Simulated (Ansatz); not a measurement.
From input file to script: C4H10Se2, SMILES C[Se][Se]C(C)C in Ansatz 0.2.0.

```yaml
crystal:
  periodic: [false, false, false]
  atoms:
    - { symbol: C, position_ang: [2.986, 0.2088, 0.3507] }
    - { symbol: Se, position_ang: [1.7414, 1.6117, 0.8723] }
    - { symbol: Se, position_ang: [0.3688, 1.2004, -1.0362] }
    - { symbol: C, position_ang: [-1.0334, 0.3308, 0.0188] }
    - { symbol: C, position_ang: [-2.3368, 0.3429, -0.7779] }
    - { symbol: C, position_ang: [-0.6319, -1.1008, 0.3746] }
    - { symbol: H, position_ang: [2.4593, -0.7618, 0.2567] }
    - { symbol: H, position_ang: [3.7787, 0.1194, 1.1213] }
    - { symbol: H, position_ang: [3.4517, 0.4697, -0.6219] }
    - { symbol: H, position_ang: [-1.1896, 0.9082, 0.9556] }
    - { symbol: H, position_ang: [-2.2196, -0.2257, -1.7253] }
    - { symbol: H, position_ang: [-2.6209, 1.3888, -1.0202] }
    - { symbol: H, position_ang: [-3.1568, -0.1114, -0.1817] }
    - { symbol: H, position_ang: [0.2431, -1.0932, 1.0551] }
    - { symbol: H, position_ang: [-1.4645, -1.6149, 0.9006] }
    - { symbol: H, position_ang: [-0.3755, -1.6728, -0.5426] }
basis:
  gaussian:
    orbitals: "6-31G*"
hamiltonian:
  xc:
    name: B97
output:
  orbitals: {}
```

`energy_c4h10se2.py`
```python
# -*- coding: utf-8 -*-
"""Single point of C4H10Se2."""

from pathlib import Path

import ansatz
from ase import Atoms

atoms = Atoms(["C", "Se", "Se", "C", "C", "C", "H", "H", "H", "H", "H", "H", "H", "H", "H", "H"], positions=[
    [2.986, 0.2088, 0.3507],
    [1.7414, 1.6117, 0.8723],
    [0.3688, 1.2004, -1.0362],
    [-1.0334, 0.3308, 0.0188],
    [-2.3368, 0.3429, -0.7779],
    [-0.6319, -1.1008, 0.3746],
    [2.4593, -0.7618, 0.2567],
    [3.7787, 0.1194, 1.1213],
    [3.4517, 0.4697, -0.6219],
    [-1.1896, 0.9082, 0.9556],
    [-2.2196, -0.2257, -1.7253],
    [-2.6209, 1.3888, -1.0202],
    [-3.1568, -0.1114, -0.1817],
    [0.2431, -1.0932, 1.0551],
    [-1.4645, -1.6149, 0.9006],
    [-0.3755, -1.6728, -0.5426],
])
geometry = ansatz.Crystal.molecule_from_ase(atoms)

calc = (
    geometry.calculation()
    .basis(gaussian="6-31G*")  # atom-centred Gaussian functions
    .functional(ansatz.LibraryFunctional("B97"))
    .orbitals()
)
done = calc.run(runs_dir="out")
r = done.report

print("reference energy %16.6f eV" % r["reference_energy_ev"])
print("total energy     %16.6f eV" % r["free_energy_ev"])
print("occupied orbitals outside the frozen core (up, down):", r["n_occupied"], " frozen:", r["n_frozen"], " virtual:", r["n_virtual"])

lines = Path(r["orbitals_path"]).read_text().splitlines()
field_of = lambda key: [line.split("=")[1].strip() for line in lines if line.startswith(key)]
orbitals = [(27.211386 * float(e), s, float(n)) for e, s, n in zip(field_of("Ene="), field_of("Spin="), field_of("Occup="))]
homo = max(e for e, _, n in orbitals if n > 0.5)
lumo = min(e for e, _, n in orbitals if n < 0.5)
print(f"HOMO {homo:.3f} eV, LUMO {lumo:.3f} eV, gap {lumo - homo:.3f} eV")
```

Running `python energy_c4h10se2.py` prints:
```text
reference energy   -134987.529043 eV
total energy       -134987.529043 eV
occupied orbitals outside the frozen core (up, down): [51, 51]  frozen: 0  virtual: [99, 99]
HOMO -5.774 eV, LUMO -1.576 eV, gap 4.198 eV
```

Total energies depend on the basis set; only differences at equal settings carry meaning. The geometry is a force-field or estimated start, not a minimum of this method, and the basis set is short of its limit. Levels such as HOMO and LUMO are orbital energies: with these approximate functionals they aren't the ionisation energy and electron affinity, and their gap isn't the fundamental gap. Hardware and time: 27 s on 1 thread of Arm Neoverse V1 (shared host), peak memory 0.58 GiB.

(A comment or docstring line of the script was reworded after the run, the code is as it ran; lines on the test bed's own set-up are left out of the output.)
